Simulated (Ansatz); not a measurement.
# GeH6O2Si2: ionisation energy by level of theory

Aim: the vertical ionisation energy of GeH6O2Si2, as cation minus neutral at the neutral's geometry, on several levels, and how well −ε(HOMO) stands in for it.

Computed with Ansatz 0.2.0, Gaussian basis. Level: unrestricted cation, the program's frozen cores in correlated methods.

Levels to be run: UKS PBE-D4/def2-TZVPP; UKS r2SCAN-D4/def2-TZVPP; UKS PBE0-D4/def2-TZVPP; UKS B3LYP-D4/def2-TZVPP; UKS wB97X-V/def2-TZVPP; UKS wB97M-V/def2-TZVPP; UKS B2PLYP/def2-TZVPP; UHF-CCSD(T)/def2-TZVPP; UHF-MP2/def2-QZVPP; extrapolation to the limit; then −ε(HOMO) from the neutral's earlier runs with LDA (SPW92), PBE-D4, revPBE-D4, BLYP-D4, r2SCAN-D4, B97M-V, PBE0-D4, B3LYP-D4, r2SCANh-D4, r2SCAN0-D4, HSE06-D4, BHLYP-D4, CAM-B3LYP-D4, LC-ωPBE, ωB97X-V, ωB97M-V.

## (1) The geometry

The geometry comes from an earlier relaxation with PBE0-D4 in a triple-zeta def2 set; it is a stationary point, not always the lowest conformer.

SMILES `[SiH3][O][Ge][O][SiH3]`, 11 atoms, charge 0, spin multiplicity 1.

Atoms are counted from 1 here; the program's logs count them from 0.

Bond lengths: Si1–O2 1.641 Å, Si1–H6 1.490 Å, Si1–H7 1.485 Å, Si1–H8 1.485 Å, O2–Ge3 1.793 Å, Ge3–O4 1.775 Å, O4–Si5 1.651 Å, Si5–H9 1.486 Å, Si5–H10 1.485 Å, Si5–H11 1.486 Å. Angles: O2–Si1–H6 110.7°, O2–Si1–H7 109.5°, O2–Si1–H8 109.5°, H6–Si1–H7 108.9°, H6–Si1–H8 108.9°, H7–Si1–H8 109.4°, Si1–O2–Ge3 139.9°, O2–Ge3–O4 96.5°, Ge3–O4–Si5 133.6°, O4–Si5–H9 111.0°, O4–Si5–H10 107.4°, O4–Si5–H11 111.0°, H9–Si5–H10 109.1°, H9–Si5–H11 109.2°, H10–Si5–H11 109.1°.

## (2) Cation, UKS PBE-D4/def2-TZVPP

Input file in.yaml:

```yaml
crystal:
  periodic: [false, false, false]
  atoms:
    - {symbol: Si, position_ang: [0.628475, 1.797845, 1.365640]}
    - {symbol: O, position_ang: [0.639545, 0.570196, 0.277229]}
    - {symbol: Ge, position_ang: [1.759536, -0.237149, -0.867183]}
    - {symbol: O, position_ang: [0.595256, -1.426910, -1.482400]}
    - {symbol: Si, position_ang: [-0.993333, -1.738737, -1.157691]}
    - {symbol: H, position_ang: [1.961786, 2.460947, 1.423781]}
    - {symbol: H, position_ang: [-0.390869, 2.802190, 0.968594]}
    - {symbol: H, position_ang: [0.298090, 1.263896, 2.711418]}
    - {symbol: H, position_ang: [-1.842683, -0.560870, -1.472546]}
    - {symbol: H, position_ang: [-1.407526, -2.878350, -2.014749]}
    - {symbol: H, position_ang: [-1.182877, -2.109958, 0.268508]}
basis:
  gaussian: {orbitals: def2-TZVPP}
total_charge: 1
magnetization: {spin_polarized: true, initial_magnetization: 1}
hamiltonian: {xc: pbe, dispersion: d4}
```

Command:

```console
> ansatz run in.yaml --threads 2 --pin off --events-out ev --progress --plain --max-ram 32768MiB --backend cuda --devices 0, --max-vram 18GiB
```

Further steps of the session: Cation, UKS r2SCAN-D4/def2-TZVPP; Cation, UKS PBE0-D4/def2-TZVPP; Cation, UKS B3LYP-D4/def2-TZVPP; Cation, UKS wB97X-V/def2-TZVPP; Cation, UKS wB97M-V/def2-TZVPP; Cation, UKS B2PLYP (frozen core)/def2-TZVPP; Cation, UHF-CCSD(T)/def2-TZVPP; Cation, UHF-MP2/def2-QZVPP.

**Question.** What will the summary of the whole plan be? Wanted: ionisation energy, CCSD(T)/CBS; nearest functional by difference; nearest −ε(HOMO); −ε(HOMO) of PBE; T1 of the cation.

The runs gave:

| quantity | value |
| --- | --- |
| ionisation energy, CCSD(T)/CBS | 10.44 eV |
| nearest functional by difference | ωB97X-V (-0.28 eV) |
| nearest −ε(HOMO) | LC-ωPBE (+0.12 eV) |
| −ε(HOMO) of PBE | 6.79 eV |
| T1 of the cation | 0.022 |

What this shows: By cation minus neutral, the functionals miss by 0.93 eV at most. −ε(HOMO) of PBE misses by 3.7 eV, since self-interaction lifts the level. Among orbital estimates LC-ωPBE comes nearest. Hartree-Fock falls 1.05 eV short, as the neutral has more correlation energy than the cation. Correlated methods include outer-core shells of Ge, which these sets cover unevenly. With outer-core shells in play the reference is unsure by up to some tenths of an eV, so close misses can't be ranked.
